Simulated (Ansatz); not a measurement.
# SiGe3H10: basis-set convergence

One table from this session's results is given with a row withheld; the runs are named, their logs left out.

Method: one geometry, several basis sets; program: Ansatz 0.2.0, Gaussian basis.

Plan: PBE0-D4/def2-SVP; ωB97M-V/def2-SVP; PBE0-D4/def2-QZVPP; ωB97M-V/def2-QZVPP; the functionals' def2-TZVPP values are taken from earlier runs.

### The geometry

All runs share one geometry, relaxed beforehand with PBE0-D4 in a triple-zeta def2 set.

SMILES `[GeH3][SiH2][GeH2][GeH3]`, 14 atoms, charge 0, spin multiplicity 1.

Atoms are counted from 1 here; the program's logs count them from 0.

Bond lengths: Ge1–Si2 2.379 Å, Ge1–H5 1.538 Å, Ge1–H6 1.538 Å, Ge1–H7 1.538 Å, Si2–Ge3 2.379 Å, Si2–H8 1.489 Å, Si2–H9 1.489 Å, Ge3–Ge4 2.424 Å, Ge3–H10 1.541 Å, Ge3–H11 1.540 Å, Ge4–H12 1.538 Å, Ge4–H13 1.537 Å, Ge4–H14 1.538 Å. Angles: Si2–Ge1–H5 110.2°, Si2–Ge1–H6 111.5°, Si2–Ge1–H7 109.8°, H5–Ge1–H6 108.5°, H5–Ge1–H7 108.2°, H6–Ge1–H7 108.5°, Ge1–Si2–Ge3 109.6°, Ge1–Si2–H8 109.9°, Ge1–Si2–H9 109.2°, Ge3–Si2–H8 110.7°, Ge3–Si2–H9 109.0°, H8–Si2–H9 108.3°, Si2–Ge3–Ge4 110.1°, Si2–Ge3–H10 109.5°, Si2–Ge3–H11 110.9°, Ge4–Ge3–H10 108.9°, Ge4–Ge3–H11 109.6°, H10–Ge3–H11 107.9° and more.

The first run:

Contents of in.yaml:

```yaml
crystal:
  periodic: [false, false, false]
  atoms:
    - {symbol: Ge, position_ang: [-0.198324, 2.378143, 0.239805]}
    - {symbol: Si, position_ang: [0.552985, 0.502768, 1.495855]}
    - {symbol: Ge, position_ang: [-0.392369, -1.488471, 0.601173]}
    - {symbol: Ge, position_ang: [0.093880, -1.647590, -1.768116]}
    - {symbol: H, position_ang: [-1.735545, 2.429607, 0.229611]}
    - {symbol: H, position_ang: [0.330701, 3.698012, 0.825692]}
    - {symbol: H, position_ang: [0.287890, 2.260833, -1.214867]}
    - {symbol: H, position_ang: [0.176621, 0.667031, 2.927018]}
    - {symbol: H, position_ang: [2.036918, 0.417409, 1.408732]}
    - {symbol: H, position_ang: [-1.920289, -1.464413, 0.796429]}
    - {symbol: H, position_ang: [0.156976, -2.731270, 1.326955]}
    - {symbol: H, position_ang: [-0.556236, -0.469755, -2.512737]}
    - {symbol: H, position_ang: [-0.446197, -2.961364, -2.356225]}
    - {symbol: H, position_ang: [1.612978, -1.590940, -1.999317]}
basis:
  gaussian: {orbitals: def2-SVP}
hamiltonian: {xc: pbe0, dispersion: d4}
output: {orbitals: {seedname: orbitals}}
```

Steps of the session up to this table: PBE0-D4 in def2-SVP; ωB97M-V in def2-SVP; PBE0-D4 in def2-QZVPP; ωB97M-V in def2-QZVPP.

One of the session's tables, all rows but one given; the rest of the session is left out.

It belongs to the step «Functionals by basis». 

| functional | basis | HOMO (eV) | LUMO (eV) |
| --- | --- | --- | --- |
| PBE0-D4 | def2-SVP | -7.82 | 0.01 |
| PBE0-D4 | def2-TZVPP | -7.79 | -0.19 |
| PBE0-D4 | def2-QZVPP | -7.79 | -0.32 |
| ωB97M-V | def2-SVP | -9.73 | 1.83 |
| ωB97M-V | def2-TZVPP | -9.73 | 1.47 |
| ωB97M-V | def2-QZVPP | ? | ? |

**Question.** Estimate the row for ωB97M-V, def2-QZVPP.

As computed: HOMO (eV): -9.73; LUMO (eV): 1.10.
